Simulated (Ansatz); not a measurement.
# Ir2Pb: the cost of one run

Method: DFT PBEsol, scalar-relativistic, plane waves, PAW, in Ansatz 0.2.0.

## (1) The starting structure

Symmetry: Fd-3m, No. 227, cubic system. The conventional cell has a = 7.346 Å, b = 7.346 Å, c = 7.346 Å, α = 90.00°, β = 90.00°, γ = 90.00°. Zr (site symmetry -43m) has 12 Ir at 3.05 Å and 4 Zr at 3.18 Å in its first shell of neighbours. Ir (site symmetry -3m) is surrounded by 6 Ir at 2.60 Å and 6 Zr at 3.05 Å.

Coordinates:

```
Zr Ir
1.0
     0.00000    3.67317    3.67317
     3.67317    0.00000    3.67317
     3.67317    3.67317    0.00000
Zr Ir
2 4
Direct
  0.50000 0.50000 0.50000
  0.75000 0.75000 0.75000
  0.12500 0.12500 0.12500
  0.62500 0.12500 0.12500
  0.12500 0.12500 0.62500
  0.12500 0.62500 0.12500
```

This cell was relaxed beforehand with the same method: volume 16.52 Å³/atom, gap on the mesh none (metal).

## (2) Swap Zr → Pb

Ir2Pb starts from the relaxed positions of ZrIr2, with all lengths scaled by 0.956, a guess from tabulated radii.

## (3) Probe: one point at the start (Ir2Pb)

input.yaml

```yaml
crystal:
  lattice:
    - [0.0, 3.5120917181, 3.5120917181]
    - [3.5120917181, 0.0, 3.5120917181]
    - [3.5120917181, 3.5120917181, 0.0]
  atoms:
    - { symbol: Pb, position: [0.5, 0.5, 0.5] }
    - { symbol: Pb, position: [0.75, 0.75, 0.75] }
    - { symbol: Ir, position: [0.125, 0.125, 0.125] }
    - { symbol: Ir, position: [0.625, 0.125, 0.125] }
    - { symbol: Ir, position: [0.125, 0.125, 0.625] }
    - { symbol: Ir, position: [0.125, 0.625, 0.125] }
basis:
  ecutwfc: 420
kpoints:
  mp_grid: { grid: [4, 4, 4] }
hamiltonian:
  xc: pbesol
scf:
  occupations: { method: gaussian, width: 0.1 }
output:
  forces: true
  stress: true
  eigenvalues: true
```

Launch:

```sh
$ ansatz run input.yaml --threads 1 --pin off --max-ram 2560MiB --backend cpu --events-out ev --progress --plain --runs-dir out
```

Q: Estimate wall time and peak memory on 1 thread of Arm Neoverse V1, shared host.

About 2.8 s, with a peak of 0.35 GiB.
